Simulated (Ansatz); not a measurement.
## FH7Si2Sn, SMILES F[SiH2][SnH2][SiH3]: a ladder of methods at one geometry

Run with Ansatz's Python interface.

`methods.py`
```python
from pathlib import Path

import ansatz as az
from ase import Atoms
import numpy as np

atoms = Atoms(['F', 'Si', 'Sn', 'Si', 'H', 'H', 'H', 'H', 'H', 'H', 'H'], positions=[
    (-1.8444, 1.9414, 0.6216),
    (-0.2113, 1.9592, 0.6604),
    (0.5569, -0.4183, 0.7354),
    (-0.1698, -1.6241, -1.2905),
    (0.3308, 2.6038, -0.5619),
    (0.2583, 2.6958, 1.8555),
    (2.3666, -0.449, 0.779),
    (0.0014, -1.1763, 2.1825),
    (-1.7097, -1.5807, -1.266),
    (0.2827, -0.9777, -2.4705),
    (0.2037, -3.0312, -1.225),
])
fh7si2sn = az.Crystal.molecule_from_ase(atoms)

calculation = fh7si2sn.calculation().basis(gaussian='def2-SVP')

print('functional    E (Ha)        dipole (D)   HOMO (eV)  LUMO (eV)')
for name in ['revpbe', 'b3lyp', 'blyp', 'hf']:
    summary = calculation.functional(name).forces().orbitals().run(threads=1, pin='off', runs_dir='runs').report
    lines = Path(summary['orbitals_path']).read_text().splitlines()
    field_of = lambda key: [line.split('=')[1].strip() for line in lines if line.startswith(key)]
    orbitals = [(27.211386 * float(e), s, float(n)) for e, s, n in zip(field_of('Ene='), field_of('Spin='), field_of('Occup='))]
    homo = max(e for e, _, n in orbitals if n > 0.5)
    lumo = min(e for e, _, n in orbitals if n < 0.5)
    dipole = 4.803205 * np.linalg.norm(summary['charge_distribution']['dipole_moment_e_ang'])
    print(f'{name:10s} {summary["free_energy_ev"] / 27.211386246:14.6f} {dipole:9.3f} {homo:11.3f} {lumo:10.3f}')
```

```console
$ python methods.py
functional    E (Ha)        dipole (D)   HOMO (eV)  LUMO (eV)
revpbe        -896.976344     0.972      -6.612     -1.312
b3lyp         -897.209884     1.111      -7.519     -0.750
blyp          -896.993889     0.966      -6.462     -1.208
hf            -894.487038     1.407     -10.201      2.530
```

Notes:
- The settings weren't tested for convergence.
- The geometry is a force-field or estimated start, not a minimum of this method, and the basis set is short of its limit. A lower total doesn't mark the better method: functionals have no common bound, and MP2 and coupled cluster aren't variational.
- def2 sets replace the cores of elements past krypton by effective core potentials.
- b3lyp holds the VWN-RPA fit, as in Gaussian; the form of ORCA and Turbomole is b3lyp5.
- Levels such as HOMO and LUMO are orbital energies: with these approximate functionals they aren't the ionisation energy and electron affinity, and their gap isn't the fundamental gap.
- The whole script took 9.1 s on 1 thread of AMD EPYC 9R45 (Zen 5), with other jobs on the host, peak memory 0.33 GiB.

(Lines on the test bed's own set-up are left out of the output.)
